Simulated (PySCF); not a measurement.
# SnF+: bond curves at several levels of theory

What are the lowest state that PBE0 finds, the bond length, vibrational wavenumber and bond energy of SnF+, and how much do these hang on the method?

Program: PySCF 2.14.0. Level of theory: Sn def2-TZVPPD with ECP28, F def2-TZVPPD, scalar-relativistic core potentials. These are calculated values, not measurements.

## (1) The job

A driver script around PySCF takes these settings:

```
atoms                         : Sn, F
charge                        : 1
basis                         : Sn def2-TZVPPD with ECP28, F def2-TZVPPD
Hamiltonian                   : scalar-relativistic core potentials
basis functions               : 96
electrons treated             : 30
masses in u                   : 119.9022, 18.9984
levels                        : PBE0, PBE, r²SCAN, BP86, BHandHLYP, BLYP, B97-3, M06, HSE06, HF, MP2, SCS-MP2, CCSD, CCSD(T)
grid                          : 80 radial by 434 angular points
occupations                   : held fixed by the projection of orbital angular momentum
dissociation limit            : Sn+ + F, each in its ground configuration
starting distance in angstrom : 2.065
values of 2S to try           : 0, 2
```

Launch:

```console
$ OMP_NUM_THREADS=2 python dia.py task.json out
```

The runs that follow: PBE0 along the bond; Excited determinants; PBE (GGA); r²SCAN (meta-GGA); BP86; BHandHLYP; BLYP; B97-3 (global hybrid GGA); M06; HSE06 (range-separated hybrid); RHF (mean field); Adding correlation.

Q: Predict the outcome of this session. Wanted: for each run, Re; ωe; De; μ.

The runs gave:

Lowest PBE0 solution found, without spin–orbit coupling: ¹Σ⁺ (singlet), closed shell. State 2 has its PBE0 minimum 4.60 eV higher. The other levels ran on the lowest alone.

```csv
level,Re (Å),ωe (cm⁻¹),De (eV),μ (D)
RHF,1.852,733,3.17,-3.51
RHF-MP2,1.875,693,5.40,n/a
RHF-SCS-MP2,1.877,691,5.19,n/a
RHF-CCSD,1.868,706,4.89,n/a
RHF-CCSD(T),1.875,693,5.08,n/a
PBE,1.902,648,5.51,-3.22
BLYP,1.914,635,5.39,-3.33
BP86,1.901,649,5.48,-3.20
r²SCAN,1.879,684,5.27,-3.14
PBE0,1.875,688,5.07,-3.33
B97-3,1.885,675,5.10,-3.45
M06,1.883,679,5.37,-3.55
HSE06,1.877,686,5.08,-3.34
BHandHLYP,1.865,708,4.65,-3.51
```

De is counted to Sn+ + F in their ground configurations. A positive dipole points from Sn to F; in an ion it is taken about the centre of mass and does not tell which atom is negative.

Differences from CCSD(T) in the same basis:

```csv
level,Re (mÅ),ωe (%)
RHF,-23,+5.8
RHF-MP2,0,0.0
RHF-SCS-MP2,+2,-0.3
RHF-CCSD,-7,+1.9
PBE,+27,-6.4
BLYP,+39,-8.4
BP86,+26,-6.2
r²SCAN,+4,-1.2
PBE0,+1,-0.7
B97-3,+10,-2.5
M06,+8,-2.0
HSE06,+3,-1.0
BHandHLYP,-10,+2.2
```

In words: Judged by CCSD(T) in the same basis: best bond length RHF-MP2 (0 mÅ), worst BLYP (+39 mÅ); best wavenumber RHF-MP2 (0.0 %), worst BLYP (-8.4 %). Hartree–Fock makes the bond too short and too stiff against this reference, as it mostly does. PBE has the long and soft bond that GGAs tend to give. Of the levels with a De here, RHF gives the least (3.17 eV) and PBE the most (5.51 eV).

Correlated steps freeze 5 core orbitals. These are scalar-relativistic numbers at best; spin–orbit coupling would shift them, the dissociation energy most.
